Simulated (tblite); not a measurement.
# CHBeF2N: the cost of one run

Programs: tblite 0.8.0 and PySCF 2.14.0. All values are calculated, for the isolated system unless a continuum is named. Atoms count from 0, parts from 1.

## 1. The system as given

6 atoms, charge 0, multiplicity 1; geometry: rigid parts in contact. Parts: 1 = atoms 0–2, `[F][Be][F]`, charge 0; 2 = atoms 3–5, `C#N`, charge 0.

## 2. Search for minima with GFN2-xTB

What the job is given:

```
{"job": {"kind": "dock", "xc": "GFN2-xTB", "basis": "xTB"}, "charge": 0, "multiplicity": 1, "parts": [{"atoms": "0-2", "charge": 0, "multiplicity": 1}, {"atoms": "3-5", "charge": 0, "multiplicity": 1}]}
F      1.166509     0.341724    -0.630848
Be    -0.000027    -0.000196    -0.000125
F     -1.166482    -0.341528     0.630973
C     -0.106898     1.798540     2.101440
N     -0.676457     2.351043     1.286260
H      0.422819     1.284199     2.859808
```

Method: GFN2-xTB search for minima from random contacts, gas phase.

On the command line:

```bash
OMP_NUM_THREADS=1 python cluster_run.py task.json out
```

One launch serves the whole session: the jobs run in the order shown.

Q: Estimate the wall time of this first job on 1 thread of Intel Xeon 6975P-C, shared host.

About 3.1 s.
